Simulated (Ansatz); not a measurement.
# Fe3Ge, space group Fm-3m: a comparison of norm-conserving and PAW potentials

With the Ansatz DFT code, driven from Python.

`fe3ge.cif`
```cif
data_Fe3Ge
_cell_length_a 4.066692
_cell_length_b 4.066692
_cell_length_c 4.066692
_cell_angle_alpha 60.00000
_cell_angle_beta 60.00000
_cell_angle_gamma 60.00000
_symmetry_space_group_name_H-M 'P 1'
_symmetry_Int_Tables_number 1
loop_
_symmetry_equiv_pos_as_xyz
'x, y, z'
loop_
_atom_site_label
_atom_site_type_symbol
_atom_site_fract_x
_atom_site_fract_y
_atom_site_fract_z
Fe1 Fe    0.500000    0.500000    0.500000
Fe2 Fe    0.250000    0.250000    0.250000
Fe3 Fe    0.750000    0.750000    0.750000
Ge4 Ge    0.000000    0.000000    0.000000
```

Notebook, run cell by cell (the value of a cell's last expression is shown):

```python
import ansatz
from ase.io import read
import numpy as np
```

```python
config = {
    "filling": "Fermi-Dirac",
}
```

```python
def count_gap(report):
    # lowest empty less highest filled band, counting bands; zero where they overlap
    return max(report.get("gap_by_band_count_ev") or 0.0, 0.0)
```

```python
atoms = read("fe3ge.cif")
cell = ansatz.Crystal.from_ase(atoms).moments(Fe=3.5)
```

```python
[site.symbol for site in cell.resolved().sites]
```

    ['Fe', 'Fe', 'Fe', 'Ge']

```python
base = (
    cell.calculation()
    .functional(ansatz.Functional.LDA)
    .kpoints(7)
    .occupations(config["filling"])
    .spin(ansatz.SpinTreatment.COLLINEAR)
    .stress()
    .forces()
    .band_table()
)
variants = {
    "PAW": base.pseudopotentials("paw"),
    "norm-conserving": base.pseudopotentials("nc"),
}
rows = []
for label, variant in variants.items():
    r = variant.run().report
    levels = np.array(r["eigenvalues_ev"][0]) - r["fermi_energy_ev"]
    print(label, "levels at the first k-point near E_F:", np.round(levels[np.abs(levels) < 5], 3))
    rows.append((label, r["n_electrons"], np.trace(r["stress_gpa"]) / 3, count_gap(r), r["magnetization_mub"]))
for row in rows:
    print("; ".join(f"{name} = {round(v, 4) if isinstance(v, float) else v}" for name, v in zip(["treatment", "electrons in bands", "P GPa", "gap by band count eV", "moment muB"], row)))
```

    DeckWarning: basis.ecutwfc = 420 eV, auto-derived from the records' recommended cutoffs: set by Fe (normal level)
    PAW levels at the first k-point near E_F: [-4.195 -4.195 -4.195 -4.16  -4.16  -3.104 -3.104 -3.104 -1.202 -1.202
     -0.674 -0.674 -0.674 -0.373 -0.373  1.917  3.855  3.855  3.855]
    DeckWarning: basis.ecutwfc = 1224.512381 eV, auto-derived from the records' recommended cutoffs: set by Fe (normal level)
    norm-conserving levels at the first k-point near E_F: [-4.263 -4.263 -4.263 -4.242 -4.242 -3.148 -3.148 -3.148 -1.303 -1.303
     -0.785 -0.785 -0.785 -0.504 -0.504  1.914  3.796  3.796  3.796]
    treatment = PAW; electrons in bands = 62.0; P GPa = -18.5161; gap by band count eV = 0.0; moment muB = 5.3273
    treatment = norm-conserving; electrons in bands = 62.0; P GPa = -17.6185; gap by band count eV = 0.0; moment muB = 5.62

PAW gives -18.516 GPa and norm-conserving -17.618 GPa, 0.90 GPa apart (a gap this large is an error of one set of files, which an all-electron run can settle). They took 6.5 and 16.0 s of processor time.

What to keep in mind:
- Total energies depend on the potentials; only differences at equal settings carry meaning. A total without «per atom» is that of the cell as typed.
- The magnetic order follows from the starting moments and needn't be the lowest.
- The mesh is modest for a metal, so energies can be off by several to tens of meV an atom and pressures by half a GPa or more; differences at equal mesh fare better.
- A gap by band count of zero or less means overlapping bands, a metal.
- At these settings the cell as given stands under about -18 GPa, so it isn't at this functional's equilibrium volume.
- The structure comes from a database of computed cells and needn't be a stable or known phase.
- Gaps and levels are Kohn-Sham values on a finite set of k-points, without spin-orbit coupling.
- Warnings are shown shortened and without file and line.
- Stress is positive in compression.
- It ran for 24 s on 1 thread of Intel(R) Xeon(R) Processor @ 2.30GHz, on a shared host, peak memory 0.82 GiB.
